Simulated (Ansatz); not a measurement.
**KP2Ru2: further runs on the relaxed cell**

An exercise on one series of results from a longer session: the logs are not shown, and one member is left open.

Program: Ansatz 0.2.0. Level of theory: DFT PBEsol, scalar-relativistic, plane waves, PAW. These are calculated values, not measurements.

1 further run of the same task is left out (set aside as unsound or not needed).

## The starting structure

The structure is tetragonal, space group I4/mmm (No. 139). Conventional cell: a = 4.001 Å, b = 4.001 Å, c = 12.184 Å, α = 90.00°, β = 90.00°, γ = 90.00°. K (site symmetry 4/mmm) is surrounded by 8 P at 3.42 Å and 8 Ru at 3.64 Å. P (site symmetry 4mm) has 4 Ru at 2.29 Å and 4 K at 3.42 Å in its first shell of neighbours. Ru (site symmetry -4m2) is surrounded by 4 P at 2.29 Å.

As a file:

```cif
data_structure
_symmetry_space_group_name_H-M 'P 1'
_symmetry_Int_Tables_number 1
_cell_length_a 6.7169
_cell_length_b 6.7169
_cell_length_c 6.7169
_cell_angle_alpha 145.341
_cell_angle_beta 145.341
_cell_angle_gamma 49.826
_cell_volume 97.54
loop_
_atom_site_label
_atom_site_type_symbol
_atom_site_fract_x
_atom_site_fract_y
_atom_site_fract_z
_atom_site_occupancy
K1 K 0.00000 0.00000 0.00000 1
P1 P 0.34188 0.34188 0.00000 1
P2 P 0.65812 0.65812 0.00000 1
Ru1 Ru 0.75000 0.25000 0.50000 1
Ru2 Ru 0.25000 0.75000 0.50000 1
```

It goes back to an entry of the Materials Project.

This cell was relaxed beforehand with the same method: volume 19.51 Å³/atom, gap on the mesh none (metal).

Set-up of the first run:

The input, input.yaml:

```yaml
crystal:
  lattice:
    - [-2.0007075764, 2.0007075764, 6.0918439703]
    - [2.0007075764, -2.0007075764, 6.0918439703]
    - [2.0007075764, 2.0007075764, -6.0918439703]
  atoms:
    - { symbol: K, position: [0.0, 0.0, 0.0] }
    - { symbol: P, position: [0.3418783853, 0.3418783853, 0.0] }
    - { symbol: P, position: [0.6581216147, 0.6581216147, 0.0] }
    - { symbol: Ru, position: [0.75, 0.25, 0.5] }
    - { symbol: Ru, position: [0.25, 0.75, 0.5] }
basis:
  ecutwfc: 420
kpoints:
  mp_grid: { grid: [12, 12, 12] }
  band_path:
    path:
      - [[0.0, 0.0, 0.0], [0.0, 0.0, 0.5], [0.25, 0.25, 0.25], [0.0, 0.5, 0.0], [0.0, 0.0, 0.0], [0.5, 0.5, -0.5], [0.27696558, 0.72303442, -0.27696558]]
      - [[-0.27696558, 0.27696558, 0.27696558], [0.0, 0.0, 0.0]]
      - [[0.0, 0.0, 0.5], [-0.05393115, 0.05393115, 0.5]]
      - [[0.5, 0.5, -0.05393115], [0.5, 0.5, -0.5]]
    npoints: 14
hamiltonian:
  xc: pbesol
scf:
  occupations: { method: gaussian, width: 0.1 }
  n_extra_bands: 12
output:
  forces: true
  stress: true
  eigenvalues: true
  populations: true
  dos: { projected: true, de: 0.02, nscf_kmesh: { grid: [18, 18, 18] } }
  bader: true
  write_density: true
  write_potential: true
  elf: true
  volumetric_format: npy
```

Launch:

```console
ansatz run input.yaml --threads 2 --pin off --max-ram 5120MiB --backend cpu --events-out ev --progress --plain --runs-dir out
```

Steps of the session up to this table: Bands, states and charges; The cell scaled to 0.97 of its volume; Volume × 1.03; Point at V/V0 = 0.94; The cell scaled to 1.06 of its volume.

One table of the session follows, with a row left open; its other results are not shown here.

It belongs to the step «Fit of the equation of state». 

```
volume (Å³/atom)  energy above the lowest point (meV/atom)  pressure (GPa)
          18.337                                       8.7            2.56
          18.922                                       2.0            1.18
          19.508                                       0.0            0.00
          20.093                                         ?               ?
          20.678                                       7.5           -1.96
```

**Question.** Estimate the row for volume (Å³/atom) = 20.093.

Worked estimate for «energy above the lowest point (meV/atom)». A straight line through the neighbours (19.508, 0.0) and (20.678, 7.5) gives 0.0 + (7.5 − 0.0) × (20.093 − 19.508) / (20.678 − 19.508) = 3.8; a parabola fitted to 3 rows on both sides gives 1.8.

As computed: energy above the lowest point (meV/atom): 2.0; pressure (GPa): -1.02. In «energy above the lowest point (meV/atom)» the line misses by +1.8 and the parabola by -0.2.
